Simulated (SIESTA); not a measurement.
Runs of SIESTA 5.4.2 on CsLiCr2Te2S3. It takes space group R32 (No. 155, trigonal). Conventional cell: a = 6.639 Å, b = 6.639 Å, c = 20.639 Å, α = 90.00°, β = 90.00°, γ = 120.00°. Cs (site symmetry 32) is surrounded by 6 Te at 3.84 Å and 6 S at 4.04 Å and 2 Cr at 4.16 Å. Li (site symmetry 32) has 3 S at 2.41 Å as nearest neighbours. Around Cr (site symmetry 3) lie 3 S at 2.24 Å and 1 Te at 2.45 Å. Te (site symmetry 3) has 1 Cr at 2.45 Å as nearest neighbours. S (site symmetry 2) is surrounded by 2 Cr at 2.24 Å and 1 Li at 2.41 Å. The cell was built by a generator and needn't be a form met in nature.

| level | potentials or basis | gap on the mesh (eV) | pressure (GPa) | moment (μB) | largest force (eV/Å) |
| --- | --- | --- | --- | --- | --- |
| AM05 | PseudoDojo 0.4 standard (PBEsol files), DZP (energy shift 0.003 Ry; two zetas on semicore shells; d shell added on Cs) | none | -1.3 | 4.00 | 0.32 |
| LDA | PseudoDojo 0.4 standard (LDA files), DZP (energy shift 0.003 Ry; two zetas on semicore shells; d shell added on Cs) | none | -3.5 | 4.00 | (b) |
| RPBE | PseudoDojo 0.4 standard (PBE files), DZP (energy shift 0.003 Ry; two zetas on semicore shells; d shell added on Cs) | none | (c) | 4.00 | (a) |
| BLYP | PseudoDojo 0.4 standard (PBE files), DZP (energy shift 0.003 Ry; two zetas on semicore shells; d shell added on Cs) | none | 2.5 | 4.00 | 0.38 |
| PBEsol | PseudoDojo 0.4 standard (PBEsol files), DZP (energy shift 0.003 Ry; two zetas on semicore shells; d shell added on Cs) | none | -1.7 | 4.00 | 0.25 |

Alike in all rows: task band structure; spin collinear, ferromagnetic start; cell as given; k mesh 5 × 5 × 5; smearing fermi-dirac 0.05 eV; grid cutoff 800 Ry; energy shift 0.003 Ry.

Task: Fill in the values left out.

Result: (a) 0.53; (b) 0.41; (c) 2.1.

Caveats: spin-orbit coupling is left out, which moves the levels of the heavy elements; the basis of atomic orbitals isn't converged, which shifts pressures, moduli and gaps; only a ferromagnetic start was run, and an antiferromagnetic order may lie lower in energy; the potentials were made for another functional, which shifts forces and pressure (some runs).

A k mesh can miss the band edges, and the runs leave out spin-orbit coupling on Cs, Te.

A gap of «none» marks a metal or a gap under the smearing width.

Runs at the PBE level aren't shown here.
